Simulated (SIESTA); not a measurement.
Crystal: Pd3S.

```
CELL_PARAMETERS angstrom
3.68435 -2.67524 0.00000
3.68435 2.67524 0.00000
0.00000 0.00000 6.41634
ATOMIC_POSITIONS crystal
Pd 0.04064 0.34885 0.25000
Pd 0.65115 0.95936 0.25000
Pd 0.50000 0.50000 0.50000
Pd 0.50000 0.50000 0.00000
Pd 0.34885 0.04064 0.75000
Pd 0.95936 0.65115 0.75000
S 0.80831 0.19169 0.75000
S 0.19169 0.80831 0.25000
```

The cell comes from a database or a generator and needn't be the stable form of this composition.

```yaml
Program: SIESTA 5.4.2
Task: single point
Functional: PBEsol
Potentials_or_basis: PseudoDojo 0.4 standard (PBEsol files)
Basis: DZP (energy shift 0.003 Ry; two zetas on semicore shells)
Grid_cutoff: 800 Ry
Energy_shift: 0.003 Ry
k_mesh: 6 × 6 × 4
Occupations: fermi-dirac, width 0.05 eV
Spin: no spin polarisation
```

On this cell: pressure -2.7 GPa; largest force 0.114 eV/Å; band gap on the k mesh none (metal or under the smearing width).

The same run follows on a disturbed copy (atoms moved at random, drawn with an rms of 0.05 Å):

```
CELL_PARAMETERS angstrom
3.68435 -2.67524 0.00000
3.68435 2.67524 0.00000
0.00000 0.00000 6.41634
ATOMIC_POSITIONS crystal
Pd 0.04015 0.34181 0.25172
Pd 0.64826 0.95938 0.24490
Pd 0.50252 0.49873 0.50417
Pd 0.50921 0.50108 0.99634
Pd 0.34932 0.03893 0.75327
Pd 0.96057 0.63669 0.76162
S 0.79147 0.18971 0.75625
S 0.19978 0.80647 0.25106
```

What changes?

The energy (extrapolated to zero smearing) moves by +13.7 meV/atom; pressure -1.7 GPa; largest force 1.319 eV/Å; band gap on the k mesh none (metal or under the smearing width).

Forces on the atoms (eV/Å):
```
Pd   0.311  0.268 -0.012
Pd   0.333 -0.151  0.074
Pd  -0.084  0.153 -0.241
Pd  -0.367  0.567  0.898
Pd  -0.515  0.041 -0.056
Pd   0.524  0.151 -0.199
S    0.228 -1.203 -0.488
S   -0.431  0.175  0.026
```

Stress tensor (GPa, compression positive):
```
-1.46  0.01 -0.05
 0.01 -0.71  0.70
-0.05  0.70 -2.85
```

Caveats: the basis of atomic orbitals isn't converged, which shifts pressures, moduli and gaps.
